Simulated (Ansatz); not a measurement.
# Zr2CrN2: the cost of one run

Computed with Ansatz 0.2.0 (DFT PBE, scalar-relativistic, plane waves, PAW, unless a step names another level, unless a step's input says otherwise).

## Step 1: The starting structure

Symmetry: P4/nmm, No. 129, tetragonal system. Conventional cell: a = 3.206 Å, b = 3.206 Å, c = 11.909 Å, α = 90.00°, β = 90.00°, γ = 90.00°. Around Zr (site symmetry 4mm) lie 6 N at 2.21 to 2.34 Å. Zr (site symmetry 4mm) has 5 N at 2.27 to 2.36 Å as nearest neighbours. Around Cr (site symmetry 4mm) lie 1 N at 1.96 Å. Around N (site symmetry 4mm) lie 1 Cr at 1.96 Å and 5 Zr at 2.21 to 2.27 Å. N (site symmetry 4mm) has 6 Zr at 2.27 to 2.36 Å as nearest neighbours.

As a file:

```cif
data_structure
_symmetry_space_group_name_H-M 'P4/nmm:1'
_symmetry_Int_Tables_number 129
_cell_length_a 3.2064
_cell_length_b 3.2064
_cell_length_c 11.9085
_cell_angle_alpha 90.000
_cell_angle_beta 90.000
_cell_angle_gamma 90.000
_cell_volume 122.43
loop_
_atom_site_label
_atom_site_type_symbol
_atom_site_symmetry_multiplicity
_atom_site_Wyckoff_symbol
_atom_site_fract_x
_atom_site_fract_y
_atom_site_fract_z
_atom_site_occupancy
Zr1 Zr 2 c 0.00000 0.50000 0.89930 1
Zr2 Zr 2 c 0.00000 0.50000 0.29424 1
Cr1 Cr 2 c 0.00000 0.50000 0.54884 1
N1 N 2 c 0.00000 0.50000 0.71370 1
N2 N 2 c 0.00000 0.50000 0.09566 1
```

It came out lowest among 22 distinct ends of the trial cells. At a tolerance of 0.05 Å it has space group P4/nmm (No. 129).

## Step 2: Tight relaxation for the response runs, on the response runs' mesh and smearing

Contents of input.yaml:

```yaml
crystal:
  lattice:
    - [3.2063559138, 0.0, 0.0]
    - [0.0, 3.2063559138, 0.0]
    - [0.0, 0.0, 11.9085381547]
  atoms:
    - { symbol: Zr, position: [0.0, 0.5, 0.8992977694] }
    - { symbol: Zr, position: [0.0, 0.5, 0.294236116] }
    - { symbol: Zr, position: [0.5, 0.0, 0.705763884] }
    - { symbol: Zr, position: [0.5, 0.0, 0.1007022306] }
    - { symbol: Cr, position: [0.0, 0.5, 0.5488387884] }
    - { symbol: Cr, position: [0.5, 0.0, 0.4511612116] }
    - { symbol: "N", position: [0.0, 0.5, 0.7136954081] }
    - { symbol: "N", position: [0.0, 0.5, 0.0956632333] }
    - { symbol: "N", position: [0.5, 0.0, 0.9043367667] }
    - { symbol: "N", position: [0.5, 0.0, 0.2863045919] }
basis:
  ecutwfc: 420
kpoints:
  mp_grid: { grid: [10, 10, 4] }
hamiltonian:
  xc: pbe
scf:
  occupations: { method: gaussian, width: 0.1 }
output:
  forces: true
  stress: true
  eigenvalues: true
  write_density: true
  write_potential: true
  elf: true
  volumetric_format: npy
relax:
  adjacent_minimum: "off"
  f_tol: 0.001
  max_steps: 60
  cell: { stress_tol: 0.01 }
```

Launch:

```bash
$ ansatz run input.yaml --threads 3 --pin off --max-ram 7680MiB --backend cpu --events-out ev --progress --plain --runs-dir out
```

Q: Estimate wall time and peak memory on 3 threads of Intel Xeon 6975P-C (Granite Rapids), shared host.

About 30 s, with a peak of 0.78 GiB.
